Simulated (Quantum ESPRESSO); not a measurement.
Runs of Quantum ESPRESSO 7.5 on AlSH3. The cell holds a molecule in a box, 5 atoms: a = 13.000 Å, b = 11.000 Å, c = 12.000 Å, α = 90.00°, β = 90.00°, γ = 90.00°. 

| task | level | potentials or basis | cell | cutoff (eV) | smearing | boundary across the vacuum | assume isolated | symmetry | most ionic steps | forc conv thr | other keys | gap on the mesh (eV) | largest force (eV/Å) |
| --- | --- | --- | --- | --- | --- | --- | --- | --- | --- | --- | --- | --- | --- |
| real-space fields | PBE | PseudoDojo 0.4.1 SR PBE standard | as given | 980 | fermi-dirac 0.05 eV | none | - | - | - | - | - | 4.52 | 0.28 |
| single point | PBE | PseudoDojo 0.4.1 SR PBE standard | atoms moved at random, drawn with an rms of 0.05 Å | 980 | fermi-dirac 0.05 eV | none | - | - | - | - | - | 4.62 | 0.68 |
| real-space fields | RPBE | PseudoDojo 0.5 SR PBE standard | as given | 1225 | fixed | mt | mt | - | - | - | - | (a) | 0.28 |
| real-space fields | PBE+D3 | PseudoDojo 0.4 SR PBE stringent | as given | 1225 | fermi-dirac 0.025 eV | mt | mt | - | - | - | - | 4.52 | 0.27 |
| relaxation of the atoms | PBE+D3(BJ) | PseudoDojo 0.4 SR PBEsol stringent | atoms relaxed | 1225 | fixed | none | - | off | 40 | 0.0004 Ry/bohr | diagonalization = rmm-davidson; nosym = yes | 4.49 | 0.01 |
| relaxation of the atoms | B86bPBE | PseudoDojo 0.5 SR PBE standard | atoms relaxed | 1225 | fixed | mt | - | - | - | - | - | 4.49 | 0.01 |

Alike in all rows: no spin polarisation; k mesh 1 × 1 × 1.

Q: Fill in the values left out.

A: (a) 4.54.

Caveats: this is a molecule in a periodic box, so the gap is that between its Kohn-Sham HOMO and LUMO and the box isn't a crystal; the potentials were made for another functional, which shifts forces and pressure (some runs).

A gap of «none» marks a metal or a gap under the smearing width.
